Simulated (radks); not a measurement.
# The first electron to leave Kr⁹⁺

Aim: remove one electron from each of the outer sub-shells of Kr⁹⁺ ([Ar] 3d(3/2: 4, 5/2: 5)) in turn, let the ion relax, and find the cheapest removal. The parent's configuration is the lowest that an earlier search found at this level.

Method: Dirac Kohn-Sham, relativistic LDA (MacDonald-Vosko exchange, VWN5 correlation), spin-unpolarised, spherical densities, finite nucleus. Code: radks (a radial shooting solver on a logarithmic mesh, Libxc functionals) version 1.

## 1. The atom as given

* element: krypton (Z = 36)
* charge: +9
* electrons: 27
* configuration: [Ar] 3d(3/2: 4, 5/2: 5)
* nuclear rms radius: 4.1884 fm

A shell typed twice in an input gives the lower j, then the higher j.

## 2. The parent, Kr⁹⁺

The parent was computed earlier with the same settings: E = -2756.999105 hartree. Its outer levels (eV):

```
level  occupation  energy (eV)
2s1/2           2      -2037.0
2p1/2           2      -1861.8
2p3/2           4      -1808.3
3s1/2           2      -434.04
3p1/2           2      -371.54
3p3/2           4      -363.30
3d3/2           4      -253.52
3d5/2           5      -252.10
```

## 3. Remove 3d5/2: [Ar] 3d(3/2: 4, 5/2: 4)

Settings of this run:

```text
Z 36
configuration [Ar] 3d4 3d4
relativity Dirac
functional lda_x_rel,vwn5
spin unpolarised
j_filling energy
nucleus finite rms 4.1884 fm
c 137.035999084
```

## 4. Remove 3d3/2: [Ar] 3d(3/2: 3, 5/2: 5)

Input: that of step 3 with these lines changed.

```diff
@@ -1,3 +1,3 @@
 Z 36
-configuration [Ar] 3d4 3d4
+configuration [Ar] 3d3 3d5
 relativity Dirac
```

## 5. Remove 3p3/2: [Ne] 3s2 3p(1/2: 2, 3/2: 3) 3d(3/2: 4, 5/2: 5)

Input: that of step 4 with these lines changed.

```diff
@@ -1,3 +1,3 @@
 Z 36
-configuration [Ar] 3d3 3d5
+configuration [Ne] 3s2 3p2 3p3 3d4 3d5
 relativity Dirac
```

## 6. Remove 3p1/2: [Ne] 3s2 3p(1/2: 1, 3/2: 4) 3d(3/2: 4, 5/2: 5)

Input: that of step 5 with these lines changed.

```diff
@@ -1,3 +1,3 @@
 Z 36
-configuration [Ne] 3s2 3p2 3p3 3d4 3d5
+configuration [Ne] 3s2 3p1 3p4 3d4 3d5
 relativity Dirac
```

**Question.** What will these runs give? Wanted: for each run, case; final configuration; Δ-SCF; −ε of the level emptied.

**Answer**, as computed:

```csv
case,final configuration,Δ-SCF (eV),−ε of the level emptied (eV)
remove 3d5/2,"[Ar] 3d(3/2: 4, 5/2: 4)",271.45,252.10
remove 3d3/2,"[Ar] 3d(3/2: 3, 5/2: 5)",272.96,253.52
remove 3p3/2,"[Ne] 3s2 3p(1/2: 2, 3/2: 3) 3d(3/2: 4, 5/2: 5)",382.44,363.30
remove 3p1/2,"[Ne] 3s2 3p(1/2: 1, 3/2: 4) 3d(3/2: 4, 5/2: 5)",390.92,371.54
```

**Reading.** The 3d5/2 electron leaves first, at 271.45 eV; the next cheapest, 3d3/2, costs 272.96 eV. 3d5/2 is also the highest occupied level of the parent. NIST lists 268 eV (theoretical), between the same two configurations. Spin polarisation and multiplet splitting are left out, so open shells lie too high by an amount that depends on their filling.
